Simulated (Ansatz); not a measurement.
I need a rigid torsion scan of H4NSSb, SMILES [NH2][SbH][SH]. Use Ansatz 0.2.0 through its Python package. Settings (for the species named): r2scan0, def2-SVP basis, multiplicity 1.

| atom | x (Å) | y (Å) | z (Å) |
| --- | --- | --- | --- |
| N | -1.2652 | 0.2942 | -0.5620 |
| Sb | 0.7651 | 0.4384 | -0.3995 |
| S | 0.8019 | -1.6721 | 0.8269 |
| H | -1.4438 | -0.3449 | -1.3299 |
| H | -1.6289 | 1.2617 | -0.9459 |
| H | 0.6522 | 1.3902 | 1.0882 |
| H | 2.1799 | -1.4356 | 1.2764 |

The script, `torsion.py`:
```python
"""Rigid torsion scan of H4NSSb."""

import logging
import sys

import ansatz as az
from ase import Atoms

logging.basicConfig(stream=sys.stdout, format="[%(levelname)s] %(message)s")
log = logging.getLogger("calc")
log.setLevel(logging.INFO)


def main() -> None:
    atoms = Atoms(["N", "Sb", "S", "H", "H", "H", "H"], positions=[
        (-1.2652, 0.2942, -0.562),
        (0.7651, 0.4384, -0.3995),
        (0.8019, -1.6721, 0.8269),
        (-1.4438, -0.3449, -1.3299),
        (-1.6289, 1.2617, -0.9459),
        (0.6522, 1.3902, 1.0882),
        (2.1799, -1.4356, 1.2764),
    ])

    # start the scan from a relaxed geometry
    first = (
        az.Crystal.molecule_from_ase(atoms).calculation()
        .basis(gaussian="def2-SVP")
        .functional("r2scan0")
        .relax(force_tolerance=0.02, max_steps=80)
    )
    atoms.positions = first.run().report["positions_ang"]

    start = atoms.get_dihedral(0, 1, 2, 6)
    energies = {}
    for turn in range(0, 360, 30):
        turned = atoms.copy()
        turned.set_dihedral(0, 1, 2, 6, start + turn, indices=[2, 6])
        base = (
            az.Crystal.molecule_from_ase(turned).calculation()
            .basis(gaussian="def2-SVP")
            .functional("r2scan0")
        )
        energies[round((start + turn) % 360)] = base.run().report["free_energy_ev"]
    floor = min(energies.values())
    log.info("dihedral N0-Sb1-S2-H6 (deg)   E - E(min) (kcal/mol)")
    for angle, e in sorted(energies.items()):
        log.info(f"{angle:8d} {23.060548 * (e - floor):14.3f}  " + "#" * int(30 * (e - floor) / max(max(energies.values()) - floor, 1e-9)))


if __name__ == "__main__":
    main()
```

`python torsion.py` gives:
```text
[INFO] dihedral N0-Sb1-S2-H6 (deg)   E - E(min) (kcal/mol)
[INFO]       14          4.756  ##############################
[INFO]       44          3.526  ######################
[INFO]       74          1.119  #######
[INFO]      104          0.000
[INFO]      134          1.086  ######
[INFO]      164          3.249  ####################
[INFO]      194          4.497  ############################
[INFO]      224          3.999  #########################
[INFO]      254          2.600  ################
[INFO]      284          1.446  #########
[INFO]      314          1.733  ##########
[INFO]      344          3.564  ######################
```

The scan is rigid and the energies are electronic, in a modest basis. With rigid groups the curve can differ much from the relaxed path, the start wasn't checked as a minimum of this torsion, and equivalent turns needn't return to the same energy. def2 sets replace the cores of elements past krypton by effective core potentials. Timing: 2.6 min on 1 thread of Intel(R) Xeon(R) Platinum 8375C CPU @ 2.90GHz (Ice Lake), with other jobs on the host, peak memory 0.26 GiB.

(Lines on the test bed's own set-up are left out of the output.)
